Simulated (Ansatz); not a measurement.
# Tl: the cost of one run

Program: Ansatz 0.2.0. Level of theory: DFT r2SCAN, scalar-relativistic, plane waves, PAW. These are calculated values, not measurements.

### Step 1. The system as given

Symmetry: Im-3m, No. 229, cubic system. Conventional cell: a = 3.882 Å, b = 3.882 Å, c = 3.882 Å, α = 90.00°, β = 90.00°, γ = 90.00°. Tl (site symmetry m-3m) is surrounded by 8 Tl at 3.36 Å.

Structure file:

```cif
data_structure
_symmetry_space_group_name_H-M 'P 1'
_symmetry_Int_Tables_number 1
_cell_length_a 3.3619
_cell_length_b 3.3619
_cell_length_c 3.3619
_cell_angle_alpha 109.471
_cell_angle_beta 109.471
_cell_angle_gamma 109.471
_cell_volume 29.25
loop_
_atom_site_label
_atom_site_type_symbol
_atom_site_fract_x
_atom_site_fract_y
_atom_site_fract_z
_atom_site_occupancy
Tl1 Tl 0.00000 0.00000 0.00000 1
```

No relaxation comes first: the listed cell is the starting point.

### Step 2. The reference cell

The reference gives a free energy of -11458.5835 eV, pressure 0.90 GPa, largest force 0.000 eV/Å and gap on the mesh none (metal). It was computed beforehand with the settings of the runs below.

### Step 3. The scan: biaxial against axial strain

The cell is strained by p along both x and y and by q along z, with fractional coordinates fixed.

### Step 4. p = -0.050, q = -0.050

Contents of input.yaml:

```yaml
crystal:
  lattice:
    - [-1.84395, 1.84395, 1.84395]
    - [1.84395, -1.84395, 1.84395]
    - [1.84395, 1.84395, -1.84395]
  atoms:
    - { symbol: Tl, position: [0.0, 0.0, 0.0] }
basis:
  ecutwfc: 500
kpoints:
  mp_grid: { grid: [18, 18, 18] }
hamiltonian:
  xc: r2scan
scf:
  occupations: { method: gaussian, width: 0.15 }
output:
  forces: true
  stress: true
  eigenvalues: true
```

On the command line:

```bash
> ansatz run input.yaml --threads 1 --pin off --max-ram 2560MiB --backend cpu --events-out ev --progress --plain --runs-dir out
```

What time and memory should one allow on 1 thread of Arm Neoverse V1, shared host?

About 6.5 s, with a peak of 0.39 GiB.
